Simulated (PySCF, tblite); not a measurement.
**C6H10FNS: geometry, infrared bands and NMR shifts**

Aim: predict the infrared bands and NMR shifts of C6H10FNS (`C=C[C@](C)(F)C(=S)NC`).

Programs: tblite 0.8.0 and PySCF 2.14.0, with density-fitted response routines of our own. Each step states its level of theory. These are calculated values for one molecule in the gas phase, unless marked as measured. Atoms count from 0, in the outputs and in this text.

## Step 1: The molecule as given

19 atoms, charge 0, multiplicity 1; geometry from: force field or distance geometry start.

Bonds of the start (Å): C0–C1 1.32, C1–C2 1.52, C2–C3 1.51, C2–F4 1.38, C2–C5 1.49, C5–S6 1.64, C5–N7 1.44, N7–C8 1.44, C0–H9 1.10, C0–H10 1.09, C1–H11 1.06, C3–H12 1.10, C3–H13 1.13, C3–H14 1.10, N7–H15 1.07, C8–H16 1.09, C8–H17 1.12, C8–H18 1.10.

## Step 2: Relaxing the molecule with GFN2-xTB

Job settings and geometry (Å):

```
{"job": {"kind": "relax", "xc": "GFN2-xTB", "basis": "xTB"}, "charge": 0, "multiplicity": 1}
C     -2.887100     1.072800    -0.430000
C     -1.570500     1.144400    -0.406200
C     -0.715300     0.052900     0.213400
C     -1.057000    -1.224600    -0.513300
F     -0.948100    -0.046500     1.570100
C      0.698600     0.412100    -0.066000
S      1.069300     1.776000    -0.890500
N      1.716200    -0.476500     0.428000
C      3.116700    -0.238800     0.218200
H     -3.416200     0.210700    -0.000200
H     -3.507400     1.856900    -0.869300
H     -1.087000     1.998000    -0.819700
H     -2.049600    -1.237200    -0.987000
H     -1.001200    -2.036300     0.273400
H     -0.297100    -1.391700    -1.290500
H      1.411600    -1.348100     0.964300
H      3.591800    -1.157900    -0.110400
H      3.602900     0.047400     1.191000
H      3.319600     0.595800    -0.467500
```

Run with:

```console
> OMP_NUM_THREADS=1 python probes_run.py task.json out
```

One launch serves the whole session: the jobs run in the order shown.

**Question.** This job is followed by: GFN2-xTB harmonic vibrations, gas phase; GIAO PBE0/pcSseg-1 NMR shielding, non-relativistic, gas phase. What will the session give for the following? strongest single infrared mode (GFN2-xTB); zero-point energy (GFN2-xTB); ¹³C shifts against TMS (PBE0/pcSseg-1); ¹H shifts against TMS (PBE0/pcSseg-1, means over atoms taken as alike); ¹⁹F shifts against CFCl3 (PBE0/pcSseg-1); ³³S shifts against CS2 (PBE0/pcSseg-1); ¹⁵N shifts against NH3 (PBE0/pcSseg-1).

The runs gave:

| quantity | value |
| --- | --- |
| strongest single infrared mode (GFN2-xTB) | 1507 cm⁻¹, 239 km/mol |
| zero-point energy (GFN2-xTB) | 93.2 kcal/mol |
| ¹³C shifts against TMS (PBE0/pcSseg-1) | 208.3, 150.8, 116.9, 106.2, 31.9, 31.7 ppm |
| ¹H shifts against TMS (PBE0/pcSseg-1, means over atoms taken as alike) | 7.22, 6.82, 5.57, 5.41, 3.64, 1.97 ppm |
| ¹⁹F shifts against CFCl3 (PBE0/pcSseg-1) | -206.9 ppm |
| ³³S shifts against CS2 (PBE0/pcSseg-1) | 233 ppm |
| ¹⁵N shifts against NH3 (PBE0/pcSseg-1) | 153.5 ppm |

**Reading.** Relaxing lowered the energy by 0.986 eV in 152 steps; the close pair that moved most is C5–N7, from 1.438 to 1.332 Å. All 51 modes are real, so the xTB geometry is a minimum. The strongest single mode, at 1507 cm⁻¹, moves mainly N7 and C5. Unscaled tight-binding wavenumbers are off by several per cent, some by more. Its intensities can rank the bands wrongly. The most deshielded carbon is C5 (thiocarbonyl carbon), at 208.3 ppm: the small n→π* gap of C=S deshields it strongly. At PBE0/pcSseg-1: The largest span, 907 ppm, is at S6, where the paramagnetic term is -788 ppm.
